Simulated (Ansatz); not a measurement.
This script makes a comparison of functionals at one structure of CO2, space group I-42d with Ansatz 0.2.0, Python API.

Contents of `co2.cif`:
```cif
data_CO2
_cell_length_a 4.108971
_cell_length_b 4.108971
_cell_length_c 4.108971
_cell_angle_alpha 122.55221
_cell_angle_beta 122.55221
_cell_angle_gamma 85.63350
_symmetry_space_group_name_H-M 'P 1'
_symmetry_Int_Tables_number 1
loop_
_symmetry_equiv_pos_as_xyz
'x, y, z'
loop_
_atom_site_label
_atom_site_type_symbol
_atom_site_fract_x
_atom_site_fract_y
_atom_site_fract_z
C1 C    0.750000    0.250000    0.500000
C2 C    0.000000    0.000000    0.000000
O3 O    0.709798    0.125000    0.084798
O4 O    0.040202    0.625000    0.915202
O5 O    0.375000    0.290202    0.415202
O6 O    0.875000    0.959798    0.584798
```

`run_xc.py`:
```python
from dataclasses import dataclass

import ansatz as az
from ase.io import read


@dataclass
class Settings:
    filling: str = "fixed"


cfg = Settings()

atoms = read("co2.cif")
cell = az.Crystal.from_ase(atoms)

setup = (
    cell.calculation()
    .basis(35 * az.Ry)
    .kpoints(6)
    .occupations(cfg.filling)
    .forces()
    .stress()
)

rows = []
for value in ["blyp", "lda", "pbesol"]:
    summary = setup.functional(value).run(threads=1, pin="off").report
    rows.append((value, summary["free_energy_ev"] / len(summary["lattice"]["sites"]), summary["n_iterations"], sum(summary["stress_gpa"][i][i] for i in range(3)) / 3, max(abs(f) for row in summary["forces_ev_ang"] for f in row), summary["n_kpoints"]))

print("  functional   F/atom (eV)    iterations       P (GPa)  max component (eV/A)      k-points")
for row in rows:
    print(f"{str(row[0]):>12s}  {row[1]:12.5f}  {row[2]:12d}  {row[3]:12.3f}  {row[4]:20.4f}  {row[5]:12d}")
```

Rank the functionals by the pressure that they give at this structure. What does the order say about their lattices?

From lowest to highest: LDA (-14.0 GPa), PBEsol (-6.6 GPa) and BLYP (4.5 GPa). At a fixed cell a lower pressure usually means a smaller equilibrium volume, so LDA prefers the smallest cell and BLYP the largest. Gaps by band count in the reports: BLYP 7.80 eV, LDA 7.46 eV and PBEsol 7.59 eV (Kohn-Sham values on this mesh, as a rule under measured gaps).

What the script printed:

```console
$ python run_xc.py
  functional   F/atom (eV)    iterations       P (GPa)  max component (eV/A)      k-points
        blyp    -462.59209             6         4.470                0.0798            30
         lda    -450.50283             6       -14.000                0.3876            30
      pbesol    -455.44787             6        -6.551                0.1498            30
```

Caveats:
- Pressure is positive in compression.
- The structure comes from a database of computed cells and needn't be a stable or known phase.
- Total energies of different functionals can't be compared; pressures, moments and gaps at this one structure can.
- Timing: 9.2 s on 1 thread of Intel(R) Xeon(R) Platinum 8259CL CPU @ 2.50GHz (Skylake/Cascade Lake) (shared host), peak memory 0.47 GiB.

(Lines on the test bed's own set-up are left out of the output.)
